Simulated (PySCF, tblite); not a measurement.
# Si5H10O2: geometry, infrared bands and NMR shifts

Aim: predict the infrared bands and NMR shifts of Si5H10O2 (`O[Si@]1([SiH3])O[SiH2][SiH2][SiH2]1`).

The runs use tblite 0.8.0 and PySCF 2.14.0, with density-fitted response routines of our own; the level of theory stands in each step. All values are computed, except where a source is named. Atoms are numbered from 0 throughout.

## Step 1: The molecule as given

17 atoms, charge 0, multiplicity 1; geometry from: force field or distance geometry start.

Bonds of the start (Å): O0–Si1 1.66, Si1–Si2 2.34, Si1–O3 1.67, O3–Si4 1.69, Si4–Si5 2.35, Si5–Si6 2.37, Si6–Si1 2.35, O0–H7 0.96, Si2–H8 1.48, Si2–H9 1.50, Si2–H10 1.48, Si4–H11 1.48, Si4–H12 1.48, Si5–H13 1.48, Si5–H14 1.50, Si6–H15 1.49, Si6–H16 1.48.

## Step 2: Geometry optimisation with GFN2-xTB

Job settings and geometry (Å):

```
{"job": {"kind": "relax", "xc": "GFN2-xTB", "basis": "xTB"}, "charge": 0, "multiplicity": 1}
O      1.640100    -0.308100    -2.307400
Si     0.917400    -0.169900    -0.824500
Si     2.432900     0.139800     0.924800
O     -0.052700    -1.507600    -0.555200
Si    -1.590000    -1.651200     0.132800
Si    -2.175200     0.561600     0.685200
Si    -0.574000     1.645900    -0.685400
H      1.834700    -1.203200    -2.603800
H      3.380600    -1.001000     0.997700
H      1.670000     0.221500     2.208600
H      3.189400     1.400700     0.733500
H     -1.538600    -2.512300     1.335400
H     -2.525700    -2.191400    -0.883500
H     -3.566300     0.926400     0.325300
H     -1.869900     0.855300     2.121300
H      0.002600     2.851600    -0.016800
H     -1.182000     1.953600    -2.004100
```

Run with:

```bash
OMP_NUM_THREADS=1 python probes_run.py task.json out
```

This one command runs all jobs of the session in turn.

The log of the run:

```text
step      E/eV     max force
  0    -597.82770    1.029
  1    -597.89200    0.767
  2    -598.02667    1.060
  3    -598.06315    0.671
  4    -598.10038    0.300
  5    -598.11055    0.321
  6    -598.15593    0.510
  7    -598.18044    0.463
  8    -598.19779    0.246
  9    -598.20343    0.180
 10    -598.20675    0.183
 11    -598.20993    0.246
 12    -598.21498    0.251
 13    -598.21970    0.151
 14    -598.22278    0.122
 15    -598.22447    0.103
 16    -598.22601    0.137
 17    -598.22773    0.115
 18    -598.22961    0.139
 19    -598.23175    0.152
 20    -598.23432    0.133
 21    -598.23728    0.159
 22    -598.24037    0.150
 23    -598.24338    0.114
 24    -598.24623    0.139
 25    -598.24908    0.137
 26    -598.25221    0.128
 27    -598.25545    0.156
 28    -598.25850    0.169
 29    -598.26114    0.177
 30    -598.26333    0.124
 31    -598.26514    0.126
 32    -598.26686    0.144
 33    -598.26893    0.149
 34    -598.27163    0.182
 35    -598.27440    0.153
 36    -598.27624    0.102
 37    -598.27721    0.095
 38    -598.27801    0.088
 39    -598.27916    0.095
 40    -598.28068    0.119
 41    -598.28207    0.126
 42    -598.28299    0.142
 43    -598.28382    0.070
 44    -598.28496    0.088
 45    -598.28629    0.099
 46    -598.28804    0.119
 47    -598.28971    0.130
 48    -598.29121    0.110
 49    -598.29250    0.072
 50    -598.29351    0.059
 51    -598.29419    0.061
 52    -598.29487    0.078
 53    -598.29589    0.091
 54    -598.29720    0.105
 55    -598.29838    0.096
 56    -598.29908    0.059
 57    -598.29950    0.047
 58    -598.29996    0.062
 59    -598.30076    0.079
 60    -598.30179    0.090
 61    -598.30263    0.088
 62    -598.30307    0.047
 63    -598.30337    0.042
 64    -598.30375    0.052
 65    -598.30446    0.066
 66    -598.30531    0.083
 67    -598.30622    0.080
 68    -598.30702    0.060
 69    -598.30781    0.088
 70    -598.30878    0.103
 71    -598.31006    0.096
 72    -598.31177    0.087
 73    -598.31409    0.122
 74    -598.31718    0.148
 75    -598.32027    0.164
 76    -598.31786    0.202
 77    -598.32326    0.107
 78    -598.32423    0.186
 79    -598.32571    0.092
 80    -598.32783    0.076
 81    -598.32899    0.089
 82    -598.33045    0.088
 83    -598.33160    0.081
 84    -598.33326    0.100
 85    -598.33490    0.143
 86    -598.33643    0.129
 87    -598.33776    0.103
 88    -598.33845    0.073
 89    -598.33886    0.062
 90    -598.33936    0.043
 91    -598.33979    0.047
 92    -598.34024    0.046
 93    -598.34071    0.054
 94    -598.34111    0.049
 95    -598.34138    0.086
 96    -598.34156    0.037
 97    -598.34177    0.053
 98    -598.34209    0.044
 99    -598.34247    0.044
100    -598.34273    0.037
101    -598.34289    0.043
102    -598.34299    0.035
103    -598.34308    0.027
104    -598.34318    0.029
105    -598.34330    0.036
106    -598.34347    0.043
107    -598.34367    0.039
108    -598.34383    0.025
109    -598.34392    0.017
110    -598.34397    0.016
111    -598.34402    0.014
112    -598.34406    0.015
113    -598.34412    0.017
114    -598.34419    0.023
115    -598.34430    0.031
116    -598.34445    0.038
117    -598.34461    0.033
118    -598.34474    0.031
119    -598.34484    0.024
120    -598.34495    0.024
121    -598.34508    0.031
122    -598.34522    0.034
123    -598.34539    0.046
124    -598.34558    0.047
125    -598.34583    0.048
126    -598.34612    0.044
127    -598.34634    0.036
128    -598.34646    0.022
129    -598.34654    0.020
130    -598.34660    0.021
131    -598.34669    0.030
132    -598.34681    0.039
133    -598.34695    0.034
134    -598.34708    0.023
135    -598.34717    0.018
136    -598.34723    0.017
137    -598.34727    0.017
138    -598.34731    0.012
139    -598.34733    0.013
140    -598.34736    0.013
141    -598.34738    0.011
142    -598.34740    0.010
```

It took 1.5 s on 1 thread of Intel Xeon 6975P-C, shared host; peak memory 0.18 GiB.

Step by step: (not every step is listed)

| step | energy from step 0 (eV) | largest force (eV/Å) |
| --- | --- | --- |
| 0 | 0.0000 | 1.0287 |
| 1 | -0.0643 | 0.7669 |
| 2 | -0.1990 | 1.0599 |
| 3 | -0.2354 | 0.6713 |
| 4 | -0.2727 | 0.2997 |
| 5 | -0.2828 | 0.3207 |
| 6 | -0.3282 | 0.5103 |
| 7 | -0.3527 | 0.4634 |
| 8 | -0.3701 | 0.2458 |
| 20 | -0.4066 | 0.1327 |
| 32 | -0.4392 | 0.1441 |
| 44 | -0.4573 | 0.0884 |
| 56 | -0.4714 | 0.0593 |
| 68 | -0.4793 | 0.0603 |
| 80 | -0.5001 | 0.0763 |
| 92 | -0.5125 | 0.0463 |
| 104 | -0.5155 | 0.0286 |
| 116 | -0.5168 | 0.0377 |
| 128 | -0.5188 | 0.0219 |
| 137 | -0.5196 | 0.0166 |
| 138 | -0.5196 | 0.0120 |
| 139 | -0.5196 | 0.0135 |
| 140 | -0.5197 | 0.0125 |
| 141 | -0.5197 | 0.0112 |
| 142 | -0.5197 | 0.0099 |

Close pairs (by a distance rule), those that changed most:

| bond | before (Å) | after (Å) | change (Å) |
| --- | --- | --- | --- |
| O3–Si4 | 1.690 | 1.633 | -0.057 |
| Si4–Si5 | 2.355 | 2.321 | -0.033 |
| Si1–Si2 | 2.335 | 2.307 | -0.028 |
| Si2–H9 | 1.496 | 1.467 | -0.028 |
| Si5–H14 | 1.497 | 1.473 | -0.024 |
| Si1–Si6 | 2.354 | 2.332 | -0.022 |
| Si5–Si6 | 2.370 | 2.349 | -0.021 |
| Si6–H15 | 1.494 | 1.477 | -0.018 |

The final coordinates are the input of the step that follows.

## Step 3: Infrared spectrum with GFN2-xTB

Job settings and geometry (Å):

```
{"job": {"kind": "ir", "xc": "GFN2-xTB", "basis": "xTB"}, "charge": 0, "multiplicity": 1}
O      1.088925    -0.189877    -2.092090
Si     0.896940     0.082012    -0.486296
Si     2.861818    -0.154237     0.698639
O     -0.007432    -1.182697     0.098124
Si    -1.558573    -1.523770     0.479070
Si    -2.571337     0.538456     0.146600
Si    -0.686180     1.793901    -0.475705
H      1.343129    -1.043265    -2.435269
H      3.642443    -1.375413     0.439622
H      2.634362    -0.123582     2.147836
H      3.771591     0.958122     0.394744
H     -1.465507    -2.043973     1.845922
H     -1.923287    -2.626590    -0.417337
H     -3.639704     0.488335    -0.867925
H     -3.267618     1.040016     1.344199
H     -0.327874     2.838377     0.504633
H     -0.798696     2.536216    -1.740879
```

The log of the run:

```text
mode    cm-1     km/mol
  1      30.1      0.01
  2      35.4      0.09
  3      62.1      0.07
  4      82.8      1.28
  5     120.4      1.73
  6     145.4     21.65
  7     204.0     25.58
  8     215.7      3.26
  9     277.0     18.65
 10     298.0     40.73
 11     314.3     80.32
 12     341.5     11.34
 13     359.8     14.19
 14     403.5      1.72
 15     409.1     11.93
 16     427.0     17.88
 17     432.4     25.94
 18     449.4     60.78
 19     486.6     53.07
 20     489.8    202.83
 21     512.1      0.26
 22     550.3     88.15
 23     585.2    180.31
 24     611.3    171.10
 25     617.1     35.19
 26     721.9    453.05
 27     767.3    792.18
 28     787.3    253.76
 29     799.6    164.83
 30     803.2    128.10
 31     813.4    253.94
 32     820.4    226.17
 33     838.8    119.04
 34     849.0     98.80
 35     941.0    410.69
 36    2118.3    101.41
 37    2142.1    299.12
 38    2147.7    187.74
 39    2168.8    221.80
 40    2177.3    317.26
 41    2188.9    698.45
 42    2211.8    242.71
 43    2216.5    189.04
 44    2223.4    510.06
 45    3639.8      5.69
```

Wall time 0.92 s (1 thread of Intel Xeon 6975P-C, shared host); peak memory 0.18 GiB.

The strongest bands and the atoms that carry them (share of the mass-weighted mode):

| cm⁻¹ | km/mol | atoms |
| --- | --- | --- |
| 722 | 453.1 | H11 26 %, H12 24 %, Si4 17 %, H7 14 % |
| 767 | 792.2 | H7 43 %, O0 12 % |
| 813 | 253.9 | H15 31 %, H16 30 % |
| 941 | 410.7 | O3 76 %, Si4 12 % |
| 2142 | 299.1 | H13 61 %, H14 14 %, H15 14 % |
| 2177 | 317.3 | H8 93 % |
| 2189 | 698.5 | H12 69 %, H11 17 % |
| 2223 | 510.1 | H9 85 % |

## Step 4: Shielding tensors: PBE0/pcSseg-1

The job, as its differences from that of step 3:

```diff
@@ -1,2 +1,2 @@
-{"job": {"kind": "ir", "xc": "GFN2-xTB", "basis": "xTB"}, "charge": 0, "multiplicity": 1}
+{"job": {"kind": "nmr", "xc": "PBE0", "basis": "pcSseg-1"}, "charge": 0, "multiplicity": 1}
 O      1.088925    -0.189877    -2.092090
```

With the program's defaults for keys left out, this is: GIAO PBE0/pcSseg-1 NMR shielding, non-relativistic, gas phase.

The log of the run:

```text
coarse grid: 16496 points
cycle   1  E = -1602.9562717056  dE =  5.867e-01  |g| = 1.019e+00  |ddm| = 3.851e+00
cycle   2  E = -1602.5715395574  dE =  3.847e-01  |g| = 1.725e+00  |ddm| = 2.864e+00
cycle   3  E = -1603.1362649003  dE = -5.647e-01  |g| = 1.346e-01  |ddm| = 2.235e+00
cycle   4  E = -1603.1385639148  dE = -2.299e-03  |g| = 9.531e-02  |ddm| = 2.386e-01
cycle   5  E = -1603.1402002098  dE = -1.636e-03  |g| = 1.586e-02  |ddm| = 9.337e-02
cycle   6  E = -1603.1402533506  dE = -5.314e-05  |g| = 2.978e-03  |ddm| = 2.470e-02
cycle   7  E = -1603.1402560826  dE = -2.732e-06  |g| = 6.291e-04  |ddm| = 5.915e-03
final grid: 135768 points
cycle   8  E = -1603.1971968713  dE = -1.256e-05  |g| = 8.064e-03  |ddm| = 1.747e-02
cycle   9  E = -1603.1971801508  dE =  1.672e-05  |g| = 1.254e-02  |ddm| = 1.682e-02
cycle  10  E = -1603.1972071344  dE = -2.698e-05  |g| = 7.142e-04  |ddm| = 1.117e-02
cycle  11  E = -1603.1972072024  dE = -6.799e-08  |g| = 3.563e-04  |ddm| = 9.314e-04
cycle  12  E = -1603.1972072247  dE = -2.229e-08  |g| = 3.228e-05  |ddm| = 3.212e-04
cycle  13  E = -1603.1972072249  dE = -1.864e-10  |g| = 9.874e-06  |ddm| = 6.337e-05
converged SCF energy = -1603.1972072249

GIAO shielding tensors (ppm)
atom      isotropic    diamagn.    paramagn.     s11        s22        s33       span
  0 O      257.755     389.010    -131.255    209.351    251.835    312.081    102.730
  1 Si     328.648     879.450    -550.802    308.937    315.316    361.692     52.756
  2 Si     469.474     880.351    -410.877    452.905    466.571    488.945     36.040
  3 O      237.238     406.269    -169.032    118.739    242.245    350.728    231.989
  4 Si     368.727     880.509    -511.782    297.325    352.184    456.671    159.347
  5 Si     475.777     882.160    -406.382    457.875    466.839    502.619     44.743
  6 Si     468.713     882.558    -413.846    444.804    465.721    495.612     50.808
  7 H       29.676      31.805      -2.129     22.208     24.873     41.948     19.740
  8 H       28.150      28.911      -0.761     24.923     25.946     33.581      8.657
  9 H       28.528      29.618      -1.090     25.022     26.997     33.564      8.542
 10 H       28.450      28.709      -0.259     24.935     26.389     34.025      9.090
 11 H       26.196      29.420      -3.224     22.133     24.640     31.815      9.682
 12 H       26.089      29.211      -3.122     21.984     24.514     31.770      9.786
 13 H       28.177      29.618      -1.442     24.734     24.895     34.901     10.166
 14 H       28.334      29.682      -1.348     24.665     25.145     35.193     10.528
 15 H       28.376      30.296      -1.921     24.676     25.823     34.628      9.952
 16 H       28.125      29.920      -1.795     24.240     25.397     34.737     10.496
```

Wall time 26 s (1 thread of Intel Xeon 6975P-C, shared host); peak memory 0.86 GiB.

The references, computed at this level on geometries of the same kind, shield at (ppm): ¹H TMS 31.72, ²⁹Si TMS 349.2, ¹⁷O H2O 336.1. Their shielding less the atom's gives the shift. The references are single molecules in the gas phase, so shifts against H2O, NH3, PH3, H3PO4 or CFCl3 are not on the usual liquid scales and can be off by tens of ppm. Atoms listed in one row are averaged.

| atoms | environment | σ (ppm) | δ (ppm) |
| --- | --- | --- | --- |
| H12 | hydrogen on a silicon bonded to O, Si, in a 5-membered ring | 26.09 | 5.63 |
| H11 | hydrogen on a silicon bonded to O, Si, in a 5-membered ring | 26.20 | 5.52 |
| H16 | hydrogen on a silicon bonded to 2 Si, in a 5-membered ring | 28.12 | 3.59 |
| H13 | hydrogen on a silicon bonded to 2 Si, in a 5-membered ring | 28.18 | 3.54 |
| H14 | hydrogen on a silicon bonded to 2 Si, in a 5-membered ring | 28.33 | 3.38 |
| H15 | hydrogen on a silicon bonded to 2 Si, in a 5-membered ring | 28.38 | 3.34 |
| H8, H9, H10 | hydrogen on a silicon bonded to Si | 28.38 | 3.34 |
| H7 | hydrogen on an oxygen bonded to Si | 29.68 | 2.04 |
| O3 | oxygen bonded to 2 Si, in a 5-membered ring | 237.2 | 98.8 |
| O0 | oxygen bonded to Si, H | 257.8 | 78.3 |
| Si1 | silicon bonded to 2 O, 2 Si, in a 5-membered ring | 328.6 | 20.5 |
| Si4 | silicon bonded to O, Si, 2 H, in a 5-membered ring | 368.7 | -19.6 |
| Si6 | silicon bonded to 2 Si, 2 H, in a 5-membered ring | 468.7 | -119.6 |
| Si2 | silicon bonded to Si, 3 H | 469.5 | -120.3 |
| Si5 | silicon bonded to 2 Si, 2 H, in a 5-membered ring | 475.8 | -126.6 |

The run also stored atomic charges by several schemes (e):

| atoms | Mulliken | IAO | Hirshfeld | ESP fit |
| --- | --- | --- | --- | --- |
| O0 | -0.56 | -0.79 | -0.31 | -0.71 |
| Si1 | 0.79 | 0.94 | 0.32 | 0.57 |
| Si2 | 0.17 | 0.25 | 0.20 | 0.08 |
| O3 | -0.77 | -0.89 | -0.32 | -0.46 |
| Si4 | 0.65 | 0.74 | 0.31 | 0.46 |
| Si5 | -0.09 | 0.11 | 0.14 | 0.03 |
| Si6 | -0.03 | 0.12 | 0.15 | 0.15 |

Mayer bond orders: O0–Si1 1.01, Si1–Si2 0.87, Si1–O3 0.86, O3–Si4 0.91, Si4–Si5 0.87, Si5–Si6 0.86, Si6–Si1 0.84.

Ring of atoms Si1, O3, Si4, Si5, Si6: NICS(0) -3.2, NICS(1) -2.4, NICS(1)zz -0.2 ppm (means of both faces).

## Step 5: Outcome

```
                                                              quantity                                               value
                             strongest single infrared mode (GFN2-xTB)                                767 cm⁻¹, 792 km/mol
                                          zero-point energy (GFN2-xTB)                                       57.0 kcal/mol
¹H shifts against TMS (PBE0/pcSseg-1, means over atoms taken as alike)  5.63, 5.52, 3.59, 3.54, 3.38, 3.34, 3.34, 2.04 ppm
                                ¹⁷O shifts against H2O (PBE0/pcSseg-1)                                      98.8, 78.3 ppm
                               ²⁹Si shifts against TMS (PBE0/pcSseg-1)             20.5, -19.6, -119.6, -120.3, -126.6 ppm
```

The optimisation took 142 steps and gained 0.520 eV; among the close pairs (by a distance rule), O3–Si4 changed most, from 1.690 to 1.633 Å. No mode is imaginary among the 45: a minimum at this level. The strongest single mode, at 767 cm⁻¹, is spread over many atoms; the largest shares are those of H7, O0. GFN2-xTB is a fitted tight-binding method: band positions and strengths are rough. Its intensities can rank the bands wrongly. At PBE0/pcSseg-1: Shielding is most anisotropic at O3 (span 232 ppm, paramagnetic term -169 ppm).
